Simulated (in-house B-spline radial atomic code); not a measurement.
**Eu⁵¹⁺: RPA and G0W0 on different mean-field starts**

Question: which mean-field start gives which removal energy for Eu⁵¹⁺, before and after G0W0?

Method: RPA, second order, AC-SOSEX and G0W0 (contour deformation) on a scalar-relativistic mean field, all electrons; no spin-orbit coupling, Breit or QED terms, no two-electron picture change. Code: an in-house B-spline radial atomic code, version 1.

**1. Starting point**

- element: europium (Z = 63)
- charge: +51
- electrons: 12
- configuration: [Ne] 3s2
- next ion, run as well: [Ne] 3s1
- Hamiltonian: scalar-relativistic (spin-free one-electron X2C), finite nucleus
- starts: Hartree-Fock, PBE, BHandHLYP, PBEsol

Outer shells as boxes (Hund's rule):

Eu51+
```
[Ne] core
3s [↑↓]
```

**2. Run with the Hartree-Fock start**

Settings, as recorded:

```ini
Z = 63
electrons = 12.0
configuration = [Ne] 3s2
hamiltonian = x2c
method = hf
lmax = 9
rms_radius = 5.1115
spin_polarised = False
box_radius = 2.07
intervals = 60
```

Launch:

```console
> python run_gw.py task.json out
```

task.json lists these runs, among others, and the program works through them in turn.

After this run come: Run with the PBE start; Run with the BHandHLYP start; Run with the PBEsol start.

What does the calculation give? Wanted: highest level, mean field; highest level, G0W0; RPA correlation energy; RPA+SOSEX.

The runs gave:

| quantity | value |
| --- | --- |
| highest level, mean field (range over the runs) | -4734.02 to -4694.68 eV |
| highest level, G0W0 (range over the runs) | -4740.62 to -4739.65 eV |
| RPA correlation energy | -1.052 to -0.983 hartree |
| RPA+SOSEX | -0.6525 to -0.6158 hartree |
| tabulated theoretical ionisation energy (3s shell) | 4729.0 ± 4 eV (NIST Atomic Spectra Database, ionization energies) |
| G0W0 removal energy less that value | +10.6 to +11.6 eV |

**Reading.** The starts spread the highest level over 39.3 eV; after G0W0 0.97 eV remain, 2.5 % of that. Semilocal starts leave the level too high; G0W0 lowers it by 44 to 46 eV. RPA gives the most correlation on PBEsol and the least on Hartree-Fock (6.5 % apart); over the runs it loosely follows the gap of the start, as smaller excitation energies give more correlation. The tabulated theoretical ionisation energy is 4729.0 ± 4 eV. G0W0 is off by about +11.3 eV (+0.24 %) in every run shown, whatever the start. At this charge the missing Breit, QED and picture-change terms are part of the miss. Read as a removal energy, the bare PBE level is off by -32.9 eV (-0.70 %) and the nearest bare level, Hartree-Fock's, by +5.02 eV. As differences of total energies the mean miss over the starts is 9.1 eV for mean field, 10 eV for RPA, 8.7 eV for RPA+SOSEX. The reference's uncertainty exceeds the spread between them.
